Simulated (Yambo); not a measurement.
# Ge (Imma) in Yambo: further runs, part 2 of 2

Yambo 5.3.0. The steps go on from the part before.

### 3 G0W0 quasiparticle levels, PBEsol

Input file g0w04.in:

```
gw0
dyson
el_el_corr
rim_cut
HF_and_locXC
ppa
em1d
RandQpts= 1000000
RandGvec= 50 RL
EXXRLvcs= 78 Ry
VXCRLvcs= 78 Ry
Chimod= "HARTREE"
% BndsRnXp
 1 | 114 |
%
NGsBlkXp= 8 Ry
% LongDrXp
 1 | 1 | 1 |
%
PPAPntXp= 27.21138 eV
% GbndRnge
 1 | 114 |
%
GDamping= 0.3 eV
GTermKind= "BG"
DysSolver= "n"
ExtendOut
% QPkrange
 1 | 1 | 12 | 16 |
 6 | 6 | 12 | 16 |
 24 | 24 | 12 | 16 |
%
```

Input file scf.in:

```
&CONTROL
  calculation = 'scf'
  prefix = 'pwscf'
  outdir = './tmp'
  pseudo_dir = './pseudo'
/
&SYSTEM
  ibrav = 0
  nat = 2
  ntyp = 1
  ecutwfc = 78
  nbnd = 21
  occupations = 'smearing'
  smearing = 'fd'
  degauss = 0.00367493
  force_symmorphic = .true.
/
&ELECTRONS
  conv_thr = 4d-10
  electron_maxstep = 120
  mixing_beta = 0.5
/
ATOMIC_SPECIES
Ge    72.6300 Ge.upf
CELL_PARAMETERS angstrom
  -2.4958980000    2.6508630000    1.4369470000
   2.4958980000   -2.6508630000    1.4369470000
   2.4958980000    2.6508630000   -1.4369470000
ATOMIC_POSITIONS crystal
Ge     0.3140570000    0.0640570000    0.2500000000
Ge     0.6859430000    0.9359430000    0.7500000000
K_POINTS automatic
12 12 12 0 0 0
```

Input file nscf.in:

```
&CONTROL
  calculation = 'nscf'
  prefix = 'pwscf'
  outdir = './tmp'
  pseudo_dir = './pseudo'
/
&SYSTEM
  ibrav = 0
  nat = 2
  ntyp = 1
  ecutwfc = 78
  nbnd = 114
  occupations = 'smearing'
  smearing = 'fd'
  degauss = 0.00367493
  force_symmorphic = .true.
/
&ELECTRONS
  conv_thr = 1d-08
  diago_full_acc = .true.
  diago_thr_init = 1d-06
/
ATOMIC_SPECIES
Ge    72.6300 Ge.upf
CELL_PARAMETERS angstrom
  -2.4958980000    2.6508630000    1.4369470000
   2.4958980000   -2.6508630000    1.4369470000
   2.4958980000    2.6508630000   -1.4369470000
ATOMIC_POSITIONS crystal
Ge     0.3140570000    0.0640570000    0.2500000000
Ge     0.6859430000    0.9359430000    0.7500000000
K_POINTS automatic
4 4 4 0 0 0
```

Potentials or basis: PseudoDojo 0.4.1 SR PBEsol standard.

The run is started by

```
$ OMP_NUM_THREADS=1 pw.x -in scf.in > scf.out
$ OMP_NUM_THREADS=1 pw.x -in nscf.in > nscf.out
$ cd tmp/pwscf.save; p2y; mv SAVE ../..; cd ../..
$ OMP_NUM_THREADS=1 yambo
$ mkdir -p g0w04; ln -s $PWD/g0w00/ndb.pp* g0w04/
$ mkdir -p g0w04; ln -s $PWD/g0w00/ndb.RIM g0w04/
$ OMP_NUM_THREADS=1 yambo -F g0w04.in -J g0w04 -C g0w04_out
```

Yambo's report:

```text
[... sections 02.01 to 02.04 as in the set-up run ...]

  [02.05] Energies & Occupations
  ==============================

  [X] === General ===
  [X] Electronic Temperature                        :  0.258693E-1   300.200    [eV K]
  [X] Bosonic    Temperature                        :  0.258606E-1   300.100    [eV K]
  [X] Finite Temperature mode                       : yes
  [X] El. density                                   :  0.73628E+24 [cm-3]
  [X] Fermi Level                                   :  11.98193 [eV]

  [X] === Gaps and Widths ===
  [X] Conduction Band Min                           :  11.98193 [eV]
  [X] Valence Band Max                              :  11.98193 [eV]
  [X] Filled Bands                                  :  12
  [X] Metallic Bands                                :  13  15
  [X] Empty Bands                                   :   16  114

  [X] === Metallic Characters ===
  [X] N of el / N of met el                         :  28.00000   4.08334
  [X] Average metallic occ.                         :  0.340279

  [WARNING] [X] Metallic system

 [03] Transferred momenta grid and indexing
 ==========================================

 IBZ Q-points                                      :  24
 BZ  Q-points                                      :   64

 K/Q-points units:
 rlu = crystal or reduced units; cc = cartesian coordinates; iku = interal k-units

 Q [ 1]         [rlu]:  0.000000  0.000000  0.000000
 Q [ 2]         [rlu]: -0.10111E-15  0.11006E-15  0.25000
 Q [ 3]         [rlu]:  0.20221E-15 -0.22011E-15 -0.50000
 Q [ 4]         [rlu]: -0.28805E-16  0.25000      0.10491E-17
 Q [ 5]         [rlu]: -0.17135E-15  0.25000      0.25000
 Q [ 6]         [rlu]:  0.14784E-15  0.25000     -0.50000
 Q [ 7]         [rlu]:  0.92330E-16  0.25000     -0.25000
 Q [ 8]         [rlu]:  0.57609E-16 -0.50000     -0.20982E-17
 Q [ 9]         [rlu]: -0.73638E-16 -0.50000      0.25000
 Q [10]         [rlu]:  0.10139E-15  0.50000     -0.50000
 Q [11]         [rlu]:  0.250000  0.250000  0.250000
 Q [12]         [rlu]:  0.250000  0.250000 -0.250000
 Q [13]         [rlu]:  0.250000 -0.500000  0.500000
 Q [14]         [rlu]:  0.250000 -0.500000 -0.250000
 Q [15]         [rlu]:  0.250000 -0.250000  0.250000
 Q [16]         [rlu]:  0.250000 -0.250000  0.500000
 Q [17]         [rlu]:  0.250000 -0.250000 -0.250000
 Q [18]         [rlu]:  0.500000 -0.500000  0.500000
 Q [19]         [rlu]:  0.25000     -0.50000     -0.32570E-16
 Q [20]         [rlu]: -0.50000      0.25000      0.10621E-15
 Q [21]         [rlu]: -0.25000     -0.36819E-16  0.64575E-16
 Q [22]         [rlu]:  0.25000      0.25000     -0.21242E-15
 Q [23]         [rlu]:  0.50000     -0.23167E-15 -0.73638E-16
 Q [24]         [rlu]:  0.500000 -0.250000  0.250000

 [04] Coloumb potential Random Integration (RIM)
 ===============================================

 Summary of Coulomb integrals for non-metallic bands |Q|[au] RIM/Bare

 Q [1] 0.100000E-4 0.981428 * Q [2] 0.228714 0.993093
 Q [15] 0.313569 1.022872 * Q [7] 0.328996 1.114781
 Q [21] 0.328996 1.115361 * Q [17] 0.333038 1.007234
 Q [4] 0.333744 1.107421 * Q [3] 0.457428 1.003109
 Q [6] 0.457942 1.032724 * Q [20] 0.457942 1.033021
 Q [5] 0.468137 1.028636 * Q [19] 0.468137 1.028771
 Q [16] 0.498961 1.006775 * Q [24] 0.552168 1.018525
 Q [13] 0.552168 1.018595 * Q [14] 0.577247 1.013372
 Q [12] 0.578469 1.043944 * Q [22] 0.622042 1.033637
 Q [9] 0.622042 1.033906 * Q [18] 0.627139 1.005522
 Q [10] 0.657991 1.027584 * Q [23] 0.657991 1.027692
 Q [8] 0.667489 1.025907 * Q [11] 0.737473 1.018171

 [05] Dipoles
 ============

[... 104 lines left out ...]

  [WARNING] [Hartree-Fock] Metallic system

 [08] Dyson equation: Newton solver
 ==================================

 [WARNING] Response block size in GW reduced to 99      RL (4033    mHa)

  [08.01] G0W0 (W PPA)
  ====================

  [  GW  ] Bands range     :    1  114
  [GW/PPA] G damping       :  0.300000 [eV]

  QP @ state[ 1 ] K range:  1  1
  QP @ state[ 1 ] b range:  12  16
  QP @ state[ 2 ] K range:   6   6
  QP @ state[ 2 ] b range:  12  16
  QP @ state[ 3 ] K range:  24  24
  QP @ state[ 3 ] b range:  12  16
[... 83 lines left out ...]
   :: Time ordering fails/rest    :  0.503421
   :: Mean rel dev of PP cond     :  0.478076
   Current Q-pt index             :  22
   :: PP condition fails/total    :  0.455464
   :: Time ordering fails/rest    :  0.509837
   :: Mean rel dev of PP cond     :  0.455459
   Current Q-pt index             :  23
   :: PP condition fails/total    :  0.461177
   :: Time ordering fails/rest    :  0.514865
   :: Mean rel dev of PP cond     :  0.461184
   Current Q-pt index             :  24
   :: PP condition fails/total    :  0.451178
   :: Time ordering fails/rest    :  0.514222
   :: Mean rel dev of PP cond     :  0.451167

  [08.02] QP properties and I/O
  =============================

  Legend (energies in eV)
  - B  : Band       - Eo  : bare energy
  - E  : QP energy  - Z   : Renormalization factor
  - So : Sc(Eo)     - S   : Sc(E)
  - dSp: Sc derivative precision

  - lXC: Local XC (Perdew, Burke & Ernzerhof SOL(X)+Perdew, Burke & Ernzerhof SOL(C))
  -nlXC: non-Local XC (Hartree-Fock)

  QP [eV] @ K [1] (iku):  0.000000  0.000000  0.000000
   B=12 Eo= -3.99 E= -4.52 E-Eo= -0.53 Re(Z)=0.74 Im(Z)=-0.764568E-2 nlXC= -16.3719 lXC= -14.0938 So=  1.56548
   B=13 Eo= -2.50 E= -3.38 E-Eo= -0.87 Re(Z)=0.76 Im(Z)=-0.525306E-2 nlXC= -13.8898 lXC= -11.3358 So=  1.39826
   B=14 Eo= -2.06 E= -2.99 E-Eo= -0.93 Re(Z)=0.76 Im(Z)=-0.528245E-2 nlXC= -13.6282 lXC= -11.3082 So=  1.09875
   B=15 Eo=  3.26 E=  2.84 E-Eo= -0.42 Re(Z)=0.78 Im(Z)=-0.409724E-2 nlXC= -5.38433 lXC= -9.32538 So= -4.47565
   B=16 Eo=  6.79 E=  5.95 E-Eo= -0.84 Re(Z)=0.73 Im(Z)=-0.112456E-1 nlXC= -7.43732 lXC= -12.1591 So= -5.87090

  QP [eV] @ K [6] (iku): -0.132761 -0.250000  0.230599
   B=12 Eo= -7.72 E= -8.25 E-Eo= -0.53 Re(Z)=0.70 Im(Z)=-0.161013E-1 nlXC= -17.2308 lXC= -12.3839 So=  4.08766
   B=13 Eo= -1.83 E= -2.63 E-Eo= -0.80 Re(Z)=0.76 Im(Z)=-0.487937E-2 nlXC= -13.4262 lXC= -11.7529 So= 0.620758
   B=14 Eo= -0.15 E= -0.92 E-Eo= -0.76 Re(Z)=0.77 Im(Z)=-0.591640E-2 nlXC= -12.0114 lXC= -11.3154 So=-0.300649
   B=15 Eo=  0.77 E=  0.08 E-Eo= -0.68 Re(Z)=0.77 Im(Z)=-0.497237E-2 nlXC= -9.05581 lXC= -11.3749 So= -3.20835
   B=16 Eo=  2.10 E=  1.46 E-Eo= -0.65 Re(Z)=0.77 Im(Z)=-0.592219E-2 nlXC= -8.79783 lXC= -12.0603 So= -4.10617

  QP [eV] @ K [24] (iku):  0.531044 -0.125000  0.230599
   B=12 Eo= -7.22 E= -7.74 E-Eo= -0.52 Re(Z)=0.71 Im(Z)=-0.880352E-2 nlXC= -17.5510 lXC= -13.1465 So=  3.66776
   B=13 Eo= -4.28 E= -5.09 E-Eo= -0.81 Re(Z)=0.74 Im(Z)=-0.753822E-2 nlXC= -13.9343 lXC= -10.6463 So=  2.19837
   B=14 Eo= -3.13 E= -3.94 E-Eo= -0.81 Re(Z)=0.75 Im(Z)=-0.462236E-2 nlXC= -13.4475 lXC= -11.1592 So=  1.21225
   B=15 Eo= -1.66 E= -2.46 E-Eo= -0.80 Re(Z)=0.76 Im(Z)=-0.535385E-2 nlXC= -12.5752 lXC= -10.9220 So= 0.602315
   B=16 Eo=  4.91 E=  4.19 E-Eo= -0.73 Re(Z)=0.75 Im(Z)=-0.721331E-2 nlXC= -8.58890 lXC= -12.8797 So= -5.26034

  [WR./g0w04//ndb.QP]-------------------------------------------------------------
   Lattice constants                                :  5.009405  5.009405  5.009405
   Coulomb cutoff potential                         : none
   Electronic Temperature                           :  300.2000 [K]
   Bosonic    Temperature                           :  300.1000 [K]
   Green`s function   energies                      : Perdew, Burke & Ernzerhof SOL(X)+Perdew, Burke & Ernzerhof SOL(C)
   wavefunctions                                    : Perdew, Burke & Ernzerhof SOL(X)+Perdew, Burke & Ernzerhof SOL(C)
   PPA    diel. fun.  energies                      : Perdew, Burke & Ernzerhof SOL(X)+Perdew, Burke & Ernzerhof SOL(C)
   wavefunctions                                    : Perdew, Burke & Ernzerhof SOL(X)+Perdew, Burke & Ernzerhof SOL(C)
   QP tot states                                    :  15
   GW solver                                        : Newton
   GW approximation                                 : PPA
   PPA imaginary Energy                             :  27.21138 ev
   RIM G`s                                          :   53
   RIM random pts                                   :  1000000
   dS/dw steps                                      :  2
   dS/dw step                                       :  0.100000 ev
   X G`s                                            :   99 used
   X G`s                                            :   99 disk
   X bands                                          :    1  114
   X poles                                          :  100.0000 o/o
   X e/h E range                                    : -1.000000 -1.000000 ev
   X Hxc Kernel                                     : HARTREE
   X BZ energy Double Grid                          : no
   X Optical Averaged directions                    : none
   Sc/G bands                                       :    1  114
   Sc/G damping                                     :  0.300000 ev
   Sc bands terminator                              : yes
   Sc terminator kind                               : BG
   Sc Terminator pole                               :  40.81708
   Sx RL components                                 :  2989

   QP @ state[ 1 ] K range                          :  1  1
   QP @ state[ 1 ] b range                          :  12  16
   QP @ state[ 2 ] K range                          :   6   6
   QP @ state[ 2 ] b range                          :  12  16
   QP @ state[ 3 ] K range                          :  24  24
   QP @ state[ 3 ] b range                          :  12  16
   GF energies kind                                 : Perdew, Burke & Ernzerhof SOL(X)+Perdew, Burke & Ernzerhof SOL(C)
   GF WF`s kind                                     : Perdew, Burke & Ernzerhof SOL(X)+Perdew, Burke & Ernzerhof SOL(C)
   Xs energies kind                                 : Perdew, Burke & Ernzerhof SOL(X)+Perdew, Burke & Ernzerhof SOL(C)
   Xs WF`s kind                                     : Perdew, Burke & Ernzerhof SOL(X)+Perdew, Burke & Ernzerhof SOL(C)
```

What came out:

| Property | Result |
| --- | --- |
| Band gap on the k mesh, mean-field level | none (metal or under the smearing width) |

Quasiparticle terms (eV):
```tsv
k point	band	Kohn-Sham level	Vxc	Σx	Σc	Z	result
(0.000, 0.000, 0.000)	12	-3.99	-14.09	-16.37	1.57	0.74	-4.52
(0.000, 0.000, 0.000)	13	-2.50	-11.34	-13.89	1.40	0.76	-3.38
(0.000, 0.000, 0.000)	14	-2.06	-11.31	-13.63	1.10	0.76	-2.99
(0.000, 0.000, 0.000)	15	3.26	-9.33	-5.38	-4.48	0.78	2.84
(0.000, 0.000, 0.000)	16	6.79	-12.16	-7.44	-5.87	0.73	5.95
(0.000, 0.250, -0.500)	12	-7.72	-12.38	-17.23	4.09	0.70	-8.25
(0.000, 0.250, -0.500)	13	-1.83	-11.75	-13.43	0.62	0.76	-2.63
(0.000, 0.250, -0.500)	14	-0.15	-11.32	-12.01	-0.30	0.77	-0.92
(0.000, 0.250, -0.500)	15	0.77	-11.37	-9.06	-3.21	0.77	0.08
(0.000, 0.250, -0.500)	16	2.10	-12.06	-8.80	-4.11	0.77	1.46
(-0.500, 0.750, 0.250)	12	-7.22	-13.15	-17.55	3.67	0.71	-7.74
(-0.500, 0.750, 0.250)	13	-4.28	-10.65	-13.93	2.20	0.74	-5.09
(-0.500, 0.750, 0.250)	14	-3.13	-11.16	-13.45	1.21	0.75	-3.94
(-0.500, 0.750, 0.250)	15	-1.66	-10.92	-12.58	0.60	0.76	-2.46
(-0.500, 0.750, 0.250)	16	4.91	-12.88	-8.59	-5.26	0.75	4.19
```

Caveat: the k mesh is coarse (spacing up to 0.63 Å⁻¹), so the values aren't converged; the potentials hold a filled d shell without the s and p states of that shell, which can shift GW gaps by tenths of an eV, either way; the plasmon-pole model is rough for a metal; the ground state has no gap, which makes the many-body step unreliable; this version prints the column dSc/dw multiplied by 27.2; the terminator is approximate in this version, by hundredths of an eV.
